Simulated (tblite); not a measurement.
# Two attempts at CH6BNP (SMILES [CH2]NBP)

Wanted: a geometry optimisation of CH6BNP, GFN1-xTB.

Program for the calculation: tblite 0.8.0.

5 further runs of the same task are left out: 5 set aside as unsound or not needed.

### 1 The molecule

The species is CH6BNP (10 atoms), meant as a doublet with charge 0. SMILES: `[CH2]NBP`. The coordinates come from a GFN2-xTB relaxation. This is one conformer, not always the lowest. The run starts from this shape.

Bond lengths: C1–N2 1.349 Å, N2–B3 1.408 Å, B3–P4 1.899 Å, C1–H5 1.072 Å, C1–H6 1.071 Å, N2–H7 1.015 Å, B3–H8 1.170 Å, P4–H9 1.382 Å, P4–H10 1.388 Å. Some angles: C1–N2–B3 128.8°, N2–B3–P4 118.4°, C1–N2–H7 113.2°, B3–N2–H7 118.0°, N2–C1–H5 120.4°, N2–C1–H6 118.8°, N2–B3–H8 119.6°, P4–B3–H8 121.7°, B3–P4–H9 98.6°, B3–P4–H10 98.6°.

### 2 First attempt

xtb_job.py reads:

```python
"""GFN1-xTB geometry optimisation with ASE"""
import json
import numpy as np
from ase import Atoms
from ase.units import Bohr
from tblite.ase import TBLite
from ase.units import Hartree
from ase.units import Debye
from ase.optimize import BFGS

system = Atoms(["C", "N", "B", "P", "H", "H", "H", "H", "H", "H"], positions=np.array([
    [-2.453738, -0.501278, -2.674214],
    [-0.358986, -0.146801, -1.252327],
    [0.034023, -0.596039, 1.259064],
    [3.331207, 0.028833, 2.658329],
    [-2.499499, 0.001362, -4.643051],
    [-4.092436, -1.187398, -1.775258],
    [1.075993, 0.626996, -2.315323],
    [-1.584581, -1.488382, 2.417774],
    [2.649738, 1.246692, 4.868269],
    [3.888593, 2.228730, 1.372128],
]))
start = system.get_positions()

system.calc = TBLite(
    method="GFN1-xTB",
    charge=0,
    multiplicity=2,
    max_iterations=60,
    verbosity=0,
)
opt = BFGS(system, trajectory="opt.traj", logfile="-")
done = opt.run(fmax=0.02, steps=30)
print("converged:", done, "after", opt.nsteps, "steps")
print(f"E: {system.get_potential_energy() / Hartree:.6f} Eh")
print(f"Dipole: {np.linalg.norm(system.get_dipole_moment()) / Debye:.4f} D")
print("Charges:", np.round(system.get_charges(), 4))
print("Final positions (angstrom):")
for a in system:
    print(f"{a.symbol:<2} {a.x:12.6f} {a.y:12.6f} {a.z:12.6f}")
print(f"largest displacement {np.linalg.norm(system.positions - start, axis=1).max():.4f} angstrom")
json.dump(dict(energy=system.get_potential_energy(), forces=system.get_forces().tolist(), dipole=system.get_dipole_moment().tolist(), charges=system.get_charges().tolist(),
               symbols=system.get_chemical_symbols(), start=start.tolist(), final=system.positions.tolist(), success=bool(done)), open("results.json", "w"))
```

Command:

```sh
$ python xtb_job.py
```

Log:

```text
Step     Time          Energy          fmax
BFGS:    0 hh:mm:ss     -306.474216        3.666361
BFGS:    1 hh:mm:ss     -307.665262        4.007235
BFGS:    2 hh:mm:ss     -312.780715        5.093478
BFGS:    3 hh:mm:ss     -318.272412        4.960269
BFGS:    4 hh:mm:ss     -321.612623       12.982589
BFGS:    5 hh:mm:ss     -324.213451        4.532896
BFGS:    6 hh:mm:ss     -324.815621        4.277399
BFGS:    7 hh:mm:ss     -325.382292        2.179991
BFGS:    8 hh:mm:ss     -325.852032        2.939091
BFGS:    9 hh:mm:ss     -326.325246        2.978632
BFGS:   10 hh:mm:ss     -326.647941        1.885758
BFGS:   11 hh:mm:ss     -326.804789        1.383632
BFGS:   12 hh:mm:ss     -326.868464        1.440823
BFGS:   13 hh:mm:ss     -327.183782        4.033227
BFGS:   14 hh:mm:ss     -327.713116        8.787343
BFGS:   15 hh:mm:ss     -328.092598       14.821697
BFGS:   16 hh:mm:ss     -328.336579       16.328086
BFGS:   17 hh:mm:ss     -329.131732       13.572788
BFGS:   18 hh:mm:ss     -329.814398        9.760763
BFGS:   19 hh:mm:ss     -330.428810        6.181334
BFGS:   20 hh:mm:ss     -331.729519        5.971616
BFGS:   21 hh:mm:ss     -332.919319        5.174464
BFGS:   22 hh:mm:ss     -333.184799        7.115160
BFGS:   23 hh:mm:ss     -333.501195        2.177071
BFGS:   24 hh:mm:ss     -333.699678        1.372468
BFGS:   25 hh:mm:ss     -333.800392        1.628678
BFGS:   26 hh:mm:ss     -334.040989        2.915464
BFGS:   27 hh:mm:ss     -334.587652        2.881746
BFGS:   28 hh:mm:ss     -334.395257        2.533449
BFGS:   29 hh:mm:ss     -334.840878        2.164950
BFGS:   30 hh:mm:ss     -334.955101        2.054133
converged: False after 30 steps
E: -12.309373 Eh
Dipole: 1.6734 D
Charges: [-0.1068 -0.4324  0.2986 -0.0335  0.0127  0.0149  0.2496 -0.0383  0.0167
  0.0184]
Final positions (angstrom):
C     -2.421598    -0.067876    -2.518838
N     -0.600968    -0.294429    -0.866543
B     -0.768571    -0.660354     0.309886
P      3.121809     0.593348     2.741189
H     -1.833997    -0.349892    -3.332747
H     -2.958309    -0.929356    -2.169142
H     -0.306726     0.014295    -1.732547
H     -0.792121    -0.939445     1.423692
H      2.916348     1.140985     4.046620
H      3.634448     1.705439     2.013822
largest displacement 1.6208 angstrom
```

Wall time 1.1 s (1 thread of Intel Xeon 6975P-C (Granite Rapids), shared host).

### 3 Reading the log

The iterations ended before the threshold was met.

The fault: numbers in bohr are read as ångström, which stretches the molecule by 1.89.

### 4 Second attempt

xtb_job.py reads:

```python
"""GFN1-xTB geometry optimisation with ASE"""
import json
import numpy as np
from ase.io.zmatrix import parse_zmatrix
from tblite.ase import TBLite
from ase.units import Debye
from ase.optimize import BFGS

atoms = parse_zmatrix("""
C
N 1 1.349042
B 2 1.407572 1 128.79565
P 3 1.899403 2 118.36553 1 177.79081
H 1 1.071978 2 120.35897 3 178.32034
H 1 1.071073 5 120.8028 2 179.41877
H 2 1.01471 1 113.23527 6 179.35707
H 3 1.170059 2 119.59559 7 -176.59799
H 4 1.3824 3 98.58446 8 -50.8177
H 4 1.388117 9 93.82841 3 99.28079
""")
start = atoms.get_positions()

atoms.calc = TBLite(method="GFN1-xTB", charge=0, multiplicity=2, verbosity=0)
opt = BFGS(atoms, trajectory="opt.traj", logfile="-")
done = opt.run(fmax=0.02, steps=300)
print("converged:", done, "after", opt.nsteps, "steps")
print(f"Potential energy: {atoms.get_potential_energy():.6f} eV")
print(f"Dipole: {np.linalg.norm(atoms.get_dipole_moment()) / Debye:.4f} D")
for a, q in zip(atoms, atoms.get_charges()):
    print(f"{a.symbol}{a.index + 1} {q:+.4f}")
print("Final positions (angstrom):")
for a in atoms:
    print(f"{a.symbol:<2} {a.x:12.6f} {a.y:12.6f} {a.z:12.6f}")
print(f"largest displacement {np.linalg.norm(atoms.positions - start, axis=1).max():.4f} angstrom")
json.dump(dict(energy=atoms.get_potential_energy(), forces=atoms.get_forces().tolist(), dipole=atoms.get_dipole_moment().tolist(), charges=atoms.get_charges().tolist(),
               symbols=atoms.get_chemical_symbols(), start=start.tolist(), final=atoms.positions.tolist(), success=bool(done)), open("results.json", "w"))
```

Command:

```sh
$ python xtb_job.py
```

Log:

```text
Step     Time          Energy          fmax
BFGS:    0 hh:mm:ss     -340.537995        0.731489
BFGS:    1 hh:mm:ss     -340.554944        0.430528
BFGS:    2 hh:mm:ss     -340.565846        0.288248
BFGS:    3 hh:mm:ss     -340.568896        0.129854
BFGS:    4 hh:mm:ss     -340.569649        0.089211
BFGS:    5 hh:mm:ss     -340.570103        0.070287
BFGS:    6 hh:mm:ss     -340.570408        0.054683
BFGS:    7 hh:mm:ss     -340.570632        0.041157
BFGS:    8 hh:mm:ss     -340.570761        0.032763
BFGS:    9 hh:mm:ss     -340.570868        0.036828
BFGS:   10 hh:mm:ss     -340.570979        0.044210
BFGS:   11 hh:mm:ss     -340.571076        0.032210
BFGS:   12 hh:mm:ss     -340.571135        0.029542
BFGS:   13 hh:mm:ss     -340.571177        0.025516
BFGS:   14 hh:mm:ss     -340.571224        0.026803
BFGS:   15 hh:mm:ss     -340.571281        0.030406
BFGS:   16 hh:mm:ss     -340.571326        0.019460
converged: True after 16 steps
Potential energy: -340.571326 eV
Dipole: 2.3552 D
C1 -0.0087
N2 -0.2750
B3 +0.1850
P4 -0.0856
H5 +0.0216
H6 +0.0305
H7 +0.2062
H8 -0.0927
H9 +0.0147
H10 +0.0040
Final positions (angstrom):
C     -0.003624     0.003535     0.014741
N      1.355143    -0.010314     0.007741
B      2.247341     1.106255    -0.023149
P      4.126880     0.749179     0.079190
H     -0.545316    -0.926026    -0.034345
H     -0.517808     0.949454     0.020569
H      1.750022    -0.941217    -0.016502
H      1.757712     2.187827     0.071483
H      4.515193     1.652506    -0.908594
H      4.129490    -0.340666    -0.793949
largest displacement 0.0445 angstrom
```

It took 0.83 s on 1 thread of Intel Xeon 6975P-C (Granite Rapids), shared host.

The path in brief:

```tsv
step	energy from the first frame kept (eV)	largest force (eV/Å)
0	0.0000	0.7315
1	-0.0169	0.4305
2	-0.0279	0.2882
3	-0.0309	0.1299
4	-0.0317	0.0892
5	-0.0321	0.0703
6	-0.0324	0.0547
7	-0.0326	0.0412
8	-0.0328	0.0328
9	-0.0329	0.0368
10	-0.0330	0.0442
11	-0.0331	0.0322
12	-0.0331	0.0295
13	-0.0332	0.0255
14	-0.0332	0.0268
15	-0.0333	0.0304
16	-0.0333	0.0195
```

After the run. Bond lengths: C1–N2 1.359 Å, N2–B3 1.430 Å, B3–P4 1.916 Å, C1–H5 1.077 Å, C1–H6 1.077 Å, N2–H7 1.011 Å, B3–H8 1.191 Å, P4–H9 1.394 Å, P4–H10 1.396 Å. Some angles: C1–N2–B3 128.0°, N2–B3–P4 117.7°, C1–N2–H7 113.6°, B3–N2–H7 118.3°, N2–C1–H5 119.6°, N2–C1–H6 119.1°, N2–B3–H8 116.8°, P4–B3–H8 124.6°, B3–P4–H9 96.6°, B3–P4–H10 96.5°.

### 5 Summary of results

Level: GFN1-xTB.

| quantity | value |
| --- | --- |
| total energy at the end | -12.51577 Eh |
| dipole moment | 2.36 D |

**Reading.** The optimisation took 16 steps and changed the energy by -0.033 eV. Mulliken charges run from -0.28 on N2 to +0.21 on H7.
